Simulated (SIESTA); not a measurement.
CuNi3 under changes of volume

One of the cells (11.220 Å³/atom); the others are scaled copies at fixed shape and fractional positions:

```
CELL_PARAMETERS angstrom
1.40445 -2.00031 0.00000
1.40445 2.00031 0.00000
0.00000 0.00000 7.98744
ATOMIC_POSITIONS crystal
Cu 0.00000 0.00000 0.00000
Ni 0.50000 0.50000 0.25469
Ni 0.00000 0.00000 0.50000
Ni 0.50000 0.50000 0.74531
```

The cell comes from a database or a generator and needn't be the stable form of this composition.

| Quantity | Value |
| --- | --- |
| Program | SIESTA 5.4.2 |
| Functional | PBEsol |
| Potentials or basis | PseudoDojo 0.4 standard (PBEsol files) |
| Basis | DZP (energy shift 0.003 Ry; two zetas on semicore shells) |
| Grid cutoff | 800 Ry |
| Energy shift | 0.003 Ry |
| k mesh | 12 × 12 × 4 |
| Occupations | fermi-dirac, width 0.05 eV |
| Spin | collinear spin, ferromagnetic start |
| Starting moments | [0.6, 1.0, 1.0, 1.0] μB |

| volume (Å³/atom) | energy over the lowest point (meV/atom) | pressure (GPa) | moment (μB per cell) | largest force (eV/Å) |
| --- | --- | --- | --- | --- |
| 10.340 | 4.27 | 5.8 | 1.24 | 0.063 |
| 10.560 | 0.00 | 0.7 | 1.29 | 0.015 |
| 10.780 | ? | ? | ? | ? |
| 11.220 | 22.84 | -10.5 | 1.45 | 0.051 |
| 11.440 | 39.63 | -13.7 | 1.51 | 0.087 |
| 11.660 | 60.44 | -16.3 | 1.57 | 0.082 |

Problem. What does the run at 10.780 Å³/atom give?

Solution. Energy over the lowest point 2.52 meV/atom; pressure -3.8 GPa; moment 1.34 μB per cell; largest force 0.006 eV/Å.

Worked out: A Birch-Murnaghan fit of order 3 (a polynomial in V^(-2/3)) to the other rows has its minimum at 10.59 Å³/atom with B0 = V·E''(V) = 221 GPa and B' = 5.6 at fixed shape and positions, which overstates the stiffness. It gives 2.23 meV/atom at 10.780 Å³/atom, against the run's 2.52, and -dE/dV = -3.7 GPa, against -3.8. A straight line through the other rows of the moment, of slope 0.249 μB per Å³/atom, gives 1.35 μB, against the run's 1.34.

Energies are extrapolated to zero smearing.

Caveats: short orbitals over semicore shells can move pressures by several GPa; the basis of atomic orbitals isn't converged, which shifts pressures, moduli and gaps.
